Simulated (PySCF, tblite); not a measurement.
**CH6ClFOSi2: dynamics, then NMR shifts on frames**

How do NMR shifts of CH6ClFOSi2 (`F[Si@H](CCl)O[SiH3]`) change as the atoms move?

Programs: tblite 0.8.0 and PySCF 2.14.0, with density-fitted response routines of our own. Each step states its level of theory. These are calculated values for one molecule in the gas phase, unless marked as measured. Atoms are numbered from 0 throughout.

### 1 The starting structure

12 atoms, charge 0, multiplicity 1; geometry from: GFN2-xTB.

Bonds of the start (Å): F0–Si1 1.61, Si1–C2 1.90, C2–Cl3 1.79, Si1–O4 1.60, O4–Si5 1.64, Si1–H6 1.45, C2–H7 1.09, C2–H8 1.09, Si5–H9 1.46, Si5–H10 1.46, Si5–H11 1.46.

### 2 A short Langevin run with GFN2-xTB

Job settings and geometry (Å):

```
{"job": {"kind": "md", "xc": "GFN2-xTB", "basis": "xTB", "temperature": 200, "steps": 2000, "every": 50, "frames": 5}, "charge": 0, "multiplicity": 1}
F      0.964798     2.244438    -0.538720
Si     0.687731     0.947212     0.369818
C      1.876750    -0.390533    -0.277234
Cl     1.495838    -1.975524     0.450987
O     -0.832296     0.538464     0.105674
Si    -2.196945    -0.342357    -0.090963
H      0.879876     1.318540     1.753635
H      1.803858    -0.521635    -1.356330
H      2.914358    -0.180449    -0.028053
H     -1.837897    -1.557075    -0.817143
H     -2.682989    -0.622569     1.257288
H     -3.071883     0.540803    -0.854986
```

With the program's defaults for keys left out, this is: GFN2-xTB Langevin dynamics, gas phase.

The run is started by

```console
$ OMP_NUM_THREADS=1 python probes_run.py task.json out
```

The driver reads the jobs from task.json and runs them one after another.

Output:

```text
t/fs     T/K      E/eV
    0.0   174.3   -603.52601
   25.0   138.4   -603.37157
   50.0   232.6   -603.32236
   75.0   199.0   -603.25905
  100.0   236.4   -603.33251
  125.0   168.1   -603.25199
  150.0   152.3   -603.22106
  175.0   205.0   -603.23780
  200.0   208.8   -603.26945
  225.0   247.6   -603.27348
  250.0   214.6   -603.33825
  275.0   225.0   -603.29249
  300.0   190.7   -603.15938
  325.0   230.2   -603.12894
  350.0   280.6   -603.10666
  375.0   131.5   -603.01176
  400.0   278.5   -603.25225
  425.0   278.8   -603.27156
  450.0   260.2   -603.09892
  475.0   304.1   -603.27830
  500.0   283.6   -603.20731
  525.0   274.4   -603.23710
  550.0   215.6   -603.33181
  575.0   188.7   -603.39019
  600.0   167.9   -603.38038
  625.0   138.3   -603.37928
  650.0   159.9   -603.36444
  675.0   110.4   -603.33862
  700.0   113.0   -603.37750
  725.0   137.3   -603.31149
  750.0   128.8   -603.34972
  775.0   151.2   -603.36798
  800.0   158.0   -603.36653
  825.0   153.3   -603.30165
  850.0   176.3   -603.37579
  875.0   145.8   -603.23741
  900.0   221.3   -603.31268
  925.0   270.0   -603.36799
  950.0   255.6   -603.36755
  975.0   240.2   -603.29738
 1000.0   190.4   -603.24703
```

It took 13 s on 1 thread of Arm Neoverse V1, shared host; peak memory 0.18 GiB.

Distance from the start (root mean square after alignment): 0 fs 0.00 Å, 200 fs 0.31 Å, 400 fs 0.19 Å, 600 fs 0.70 Å, 800 fs 1.00 Å, 1000 fs 0.39 Å.

Positions (Å) and forces (eV/Å) at 1000 fs:

```xyz
12

F     0.466    2.098    0.731    0.293    0.219   -0.186
Si    0.036    0.580    0.997   -0.263   -0.775   -0.147
C     1.340   -0.723    0.312   -0.811    1.054   -0.613
Cl    1.158   -2.269    1.176    0.370    0.177    0.049
O    -1.270    0.377    0.080   -0.741   -0.177   -0.377
Si   -2.602   -0.147   -0.832    1.393   -0.053    1.015
H    -0.215    0.597    2.444    0.045   -0.201   -0.462
H     1.069   -0.960   -0.749    0.421    0.268    0.776
H     2.354   -0.281    0.348   -0.380   -0.796    0.141
H    -2.039   -1.156   -1.720    0.025   -0.017   -0.223
H    -3.365   -0.855    0.191   -0.260    0.195   -0.054
H    -3.106    1.015   -1.536   -0.093    0.107    0.081
```

### 3 NMR shieldings: 250 fs, PBE0/pcSseg-1

Job settings and geometry (Å):

```
{"job": {"kind": "nmr", "xc": "PBE0", "basis": "pcSseg-1", "pop": false}, "charge": 0, "multiplicity": 1}
F      0.733000     2.314100    -0.566800
Si     0.323500     1.220700     0.610200
C      1.706900    -0.142200     0.510400
Cl     0.943700    -1.753900     0.739700
O     -1.122500     0.605200     0.309200
Si    -2.206700    -0.084400    -0.670800
H      0.153800     1.990000     1.879100
H      2.153000    -0.108400    -0.492300
H      2.416200    -0.009300     1.319600
H     -1.581100    -1.208800    -1.356400
H     -3.329500    -0.385600     0.176800
H     -2.640900     0.903900    -1.598000
```

With the program's defaults for keys left out, this is: GIAO PBE0/pcSseg-1 NMR shielding, non-relativistic, gas phase.

Output:

```text
coarse grid: 11856 points
cycle   1  E = -1255.2368607553  dE =  4.679e-01  |g| = 8.895e-01  |ddm| = 3.151e+00
cycle   2  E = -1255.0362516119  dE =  2.006e-01  |g| = 1.397e+00  |ddm| = 1.536e+00
cycle   3  E = -1255.3703273445  dE = -3.341e-01  |g| = 8.349e-02  |ddm| = 1.012e+00
cycle   4  E = -1255.3714693034  dE = -1.142e-03  |g| = 4.726e-02  |ddm| = 1.057e-01
cycle   5  E = -1255.3718342531  dE = -3.649e-04  |g| = 1.341e-02  |ddm| = 3.551e-02
cycle   6  E = -1255.3718626613  dE = -2.841e-05  |g| = 2.124e-03  |ddm| = 1.103e-02
cycle   7  E = -1255.3718633591  dE = -6.978e-07  |g| = 7.333e-04  |ddm| = 2.140e-03
final grid: 101856 points
cycle   8  E = -1255.4192161665  dE = -1.632e-05  |g| = 8.209e-03  |ddm| = 1.328e-02
cycle   9  E = -1255.4192006838  dE =  1.548e-05  |g| = 1.198e-02  |ddm| = 1.273e-02
cycle  10  E = -1255.4192285601  dE = -2.788e-05  |g| = 9.852e-04  |ddm| = 7.966e-03
cycle  11  E = -1255.4192287122  dE = -1.521e-07  |g| = 2.295e-04  |ddm| = 9.087e-04
cycle  12  E = -1255.4192287234  dE = -1.119e-08  |g| = 6.591e-05  |ddm| = 2.057e-04
cycle  13  E = -1255.4192287243  dE = -8.768e-10  |g| = 1.818e-05  |ddm| = 6.755e-05
converged SCF energy = -1255.4192287243

GIAO shielding tensors (ppm)
atom      isotropic    diamagn.    paramagn.     s11        s22        s33       span
  0 F      318.473     470.299    -151.827    255.244    327.698    372.475    117.231
  1 Si     376.232     877.559    -501.327    365.794    371.627    391.276     25.482
  2 C      148.760     256.276    -107.516    124.388    142.215    179.676     55.288
  3 Cl     927.371    1148.426    -221.055    837.289    857.601   1087.223    249.934
  4 O      287.372     397.748    -110.376    251.919    274.562    335.634     83.716
  5 Si     391.083     879.380    -488.297    353.383    355.710    464.157    110.774
  6 H       26.149      27.403      -1.254     22.779     23.296     32.374      9.595
  7 H       28.194      30.715      -2.521     23.196     26.789     34.598     11.402
  8 H       28.622      29.367      -0.745     22.868     27.300     35.699     12.832
  9 H       26.386      29.770      -3.384     22.040     26.528     30.589      8.549
 10 H       26.891      28.847      -1.956     23.455     24.906     32.313      8.858
 11 H       27.034      29.436      -2.402     23.277     25.450     32.376      9.100
```

Wall time 19 s (1 thread of Arm Neoverse V1, shared host); peak memory 0.72 GiB.

The references, computed at this level on geometries of the same kind, shield at (ppm): ¹H TMS 31.72, ¹³C TMS 186.9, ²⁹Si TMS 349.2, ¹⁹F CFCl3 170.9, ¹⁷O H2O 336.1, ³⁵Cl HCl 950. Their shielding less the atom's gives the shift. The references are single molecules in the gas phase, so shifts against H2O, NH3, PH3, H3PO4 or CFCl3 are not on the usual liquid scales and can be off by tens of ppm. Each atom is listed at this fixed geometry, with no averaging over motion; a spectrum would average atoms that exchange fast.

| atoms | environment | σ (ppm) | δ (ppm) |
| --- | --- | --- | --- |
| C2 | sp3 CH2 bonded to Cl and Si | 148.8 | 38.2 |
| H6 | hydrogen on a silicon bonded to C, F, O | 26.15 | 5.57 |
| H9 | hydrogen on a silicon bonded to O | 26.39 | 5.33 |
| H10 | hydrogen on a silicon bonded to O | 26.89 | 4.83 |
| H11 | hydrogen on a silicon bonded to O | 27.03 | 4.68 |
| H7 | hydrogen on an sp3 CH2 bonded to Cl and Si | 28.19 | 3.52 |
| H8 | hydrogen on an sp3 CH2 bonded to Cl and Si | 28.62 | 3.09 |
| F0 | fluorine bonded to Si | 318.5 | -147.5 |
| Si1 | silicon bonded to C, F, O, H | 376.2 | -27.1 |
| Si5 | silicon bonded to O, 3 H | 391.1 | -41.9 |
| Cl3 | chlorine bonded to C | 927 | 22 |
| O4 | oxygen bonded to 2 Si | 287.4 | 48.7 |

The fields below are evaluated on a grid from the run's orbitals.

Frontier orbitals at PBE0/pcSseg-1, with the share of their density that lies nearest to each atom:

| orbital | energy (eV) | lies on |
| --- | --- | --- |
| HOMO | -8.24 | Cl3 55 %; C2 14 %; Si1 8 % |
| LUMO | -0.08 | Cl3 31 %; C2 21 %; Si1 12 % |

ELF in a plane through or near 5 of the atoms.

Ten even steps from ' ' (0.00) to '@' (0.99):
```
                                                        
                                                        
              ..--======--..                            
              --**##%%##**==::                          
              ==##%%@@@@%%##++    ..++==..              
              ::**%%++==%%%%**    ##@@%%==              
              ..==****++%%%%++  ..@@@@@@++..            
          ==++++++##%%****--..  ::##%%##==::..          
        **@@@@@@::::====    ..----..::--  ++==..        
        **@@@@@@++==%%%%----++####::####..====..        
        --@@@@%%**%%@@==..++%%**##**::--..==::          
          ::--..--##--==##::##**####::..--==..          
                ..::..++##..==####++....::::..          
                ..::--::......--==::      ..            
                  ..::--::..                            
                                                        
                                                        
                                                        
                                                        
                                                        
```
The map spans 11.1 Å across and 9.2 Å up, centred on the molecule. Atoms in the plane (x, y in Å): Si1 (-0.7, -0.9), C2 (-1.9, 0.6), O4 (0.8, -0.5), Si5 (2.2, 0.2), H8 (-2.9, 0.4).

On the surface of density 0.002 e/bohr³ the electrostatic potential runs, from the 1st to the 99th percentile, from -0.99 V near F0 to 1.72 V near H8.

### 4 Shielding tensors: 425 fs, PBE0/pcSseg-1

Job settings and geometry (Å):

```
{"job": {"kind": "nmr", "xc": "PBE0", "basis": "pcSseg-1", "pop": false}, "charge": 0, "multiplicity": 1}
F      0.934500     2.324800     0.272800
Si     0.111200     1.006000     0.799700
C      1.386600    -0.350800     0.761100
Cl     0.639600    -1.882600     1.088400
O     -1.100400     0.776800    -0.205700
Si    -2.303000    -0.209000    -0.873100
H     -0.524400     1.401600     2.067400
H      1.875200    -0.354100    -0.229400
H      2.204200    -0.213600     1.442300
H     -1.815000    -1.390900    -1.488500
H     -3.203100    -0.359500     0.205900
H     -2.869000     0.748800    -1.784300
```

With the program's defaults for keys left out, this is: GIAO PBE0/pcSseg-1 NMR shielding, non-relativistic, gas phase.

Output:

```text
coarse grid: 11856 points
cycle   1  E = -1255.2309201289  dE =  5.672e-01  |g| = 8.943e-01  |ddm| = 3.178e+00
cycle   2  E = -1255.0020038460  dE =  2.289e-01  |g| = 1.447e+00  |ddm| = 1.688e+00
cycle   3  E = -1255.3659189566  dE = -3.639e-01  |g| = 1.003e-01  |ddm| = 1.160e+00
cycle   4  E = -1255.3675123027  dE = -1.593e-03  |g| = 5.616e-02  |ddm| = 1.194e-01
cycle   5  E = -1255.3679865289  dE = -4.742e-04  |g| = 1.408e-02  |ddm| = 4.020e-02
cycle   6  E = -1255.3680185428  dE = -3.201e-05  |g| = 2.191e-03  |ddm| = 1.237e-02
cycle   7  E = -1255.3680193212  dE = -7.785e-07  |g| = 7.778e-04  |ddm| = 2.261e-03
final grid: 101856 points
cycle   8  E = -1255.4158453149  dE = -1.598e-05  |g| = 8.661e-03  |ddm| = 1.425e-02
cycle   9  E = -1255.4158276317  dE =  1.768e-05  |g| = 1.284e-02  |ddm| = 1.378e-02
cycle  10  E = -1255.4158589956  dE = -3.136e-05  |g| = 1.088e-03  |ddm| = 8.726e-03
cycle  11  E = -1255.4158591833  dE = -1.878e-07  |g| = 2.798e-04  |ddm| = 9.739e-04
cycle  12  E = -1255.4158592006  dE = -1.725e-08  |g| = 5.942e-05  |ddm| = 2.411e-04
cycle  13  E = -1255.4158592013  dE = -7.426e-10  |g| = 1.656e-05  |ddm| = 6.814e-05
converged SCF energy = -1255.4158592013

GIAO shielding tensors (ppm)
atom      isotropic    diamagn.    paramagn.     s11        s22        s33       span
  0 F      323.660     469.913    -146.253    254.633    335.853    380.493    125.859
  1 Si     378.708     878.025    -499.317    355.202    384.033    396.890     41.688
  2 C      161.497     255.431     -93.934    145.961    148.299    190.230     44.269
  3 Cl     994.395    1147.999    -153.604    912.515    968.591   1102.078    189.564
  4 O      292.960     399.594    -106.634    239.785    300.702    338.394     98.609
  5 Si     379.461     878.528    -499.067    333.676    353.011    451.695    118.019
  6 H       26.487      28.299      -1.812     23.174     23.827     32.461      9.287
  7 H       28.708      31.361      -2.653     23.770     27.079     35.276     11.506
  8 H       29.289      29.761      -0.473     22.979     28.073     36.815     13.837
  9 H       26.893      29.751      -2.859     22.906     26.500     31.272      8.366
 10 H       26.959      29.139      -2.180     23.461     25.366     32.049      8.588
 11 H       26.793      28.480      -1.687     22.829     25.198     32.352      9.523
```

Run time: 13 s. Hardware: 1 thread of Arm Neoverse V1, shared host; peak memory 0.75 GiB.

This run: δ C2 25.4, F0 -152.7, Si1 -29.6, Si5 -30.3, H6 5.23, H11 4.92 ppm.

[end of part 1 of 2]
